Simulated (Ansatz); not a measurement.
I need a single point from an input written key by key of CH8O2Si2, SMILES OCO[SiH2][SiH3]. Use Ansatz 0.2.0 through its Python package. Use: r2SCAN, def2-SVP basis, multiplicity 1.

The script reads `ch8o2si2.yaml`:
```yaml
crystal:
  periodic: [false, false, false]
  atoms:
    - { symbol: O, position_ang: [0.438, -2.2217, 1.9399] }
    - { symbol: C, position_ang: [-0.3707, -1.4281, 0.9977] }
    - { symbol: O, position_ang: [-0.0481, -0.0647, 1.134] }
    - { symbol: Si, position_ang: [-0.4939, 1.0289, 0.0076] }
    - { symbol: Si, position_ang: [0.8946, 1.1879, -1.7945] }
    - { symbol: H, position_ang: [0.1322, -1.8093, 2.795] }
    - { symbol: H, position_ang: [-0.0986, -1.8005, 0.0022] }
    - { symbol: H, position_ang: [-1.3935, -1.567, 1.1978] }
    - { symbol: H, position_ang: [-1.898, 0.5729, -0.414] }
    - { symbol: H, position_ang: [-0.7488, 2.3401, 0.6904] }
    - { symbol: H, position_ang: [1.0484, -0.1322, -2.4097] }
    - { symbol: H, position_ang: [2.2492, 1.6888, -1.3231] }
    - { symbol: H, position_ang: [0.3096, 2.1701, -2.8085] }
basis:
  gaussian: { orbitals: def2-SVP }
hamiltonian:
  xc: r2scan
```

`deck_ch8o2si2.py`
```python
"""CH8O2Si2 through the session interface."""

import ansatz as az

session = az.Session.from_deck("ch8o2si2.yaml")
summary = session.plan(threads=1).execute().report

print("reference energy %16.6f eV" % summary["reference_energy_ev"])
print("total energy     %16.6f eV" % summary["free_energy_ev"])
print("occupied orbitals outside the frozen core (up, down):", summary["n_occupied"], " frozen:", summary["n_frozen"], " virtual:", summary["n_virtual"])
symbols = ["O", "C", "O", "Si", "Si", "H", "H", "H", "H", "H", "H", "H", "H"]
```

```console
$ python deck_ch8o2si2.py
reference energy    -21003.375183 eV
total energy        -21003.375183 eV
occupied orbitals outside the frozen core (up, down): [29, 29]  frozen: 0  virtual: [89, 89]
```

Total energies depend on the basis set; only differences at equal settings carry meaning. The geometry is a force-field or estimated start, not a minimum of this method, and the basis set is short of its limit. Timing: 6.7 s on 1 thread of Arm Neoverse V1, with other jobs on the host, peak memory 0.21 GiB.

(Lines on the test bed's own set-up are left out of the output.)
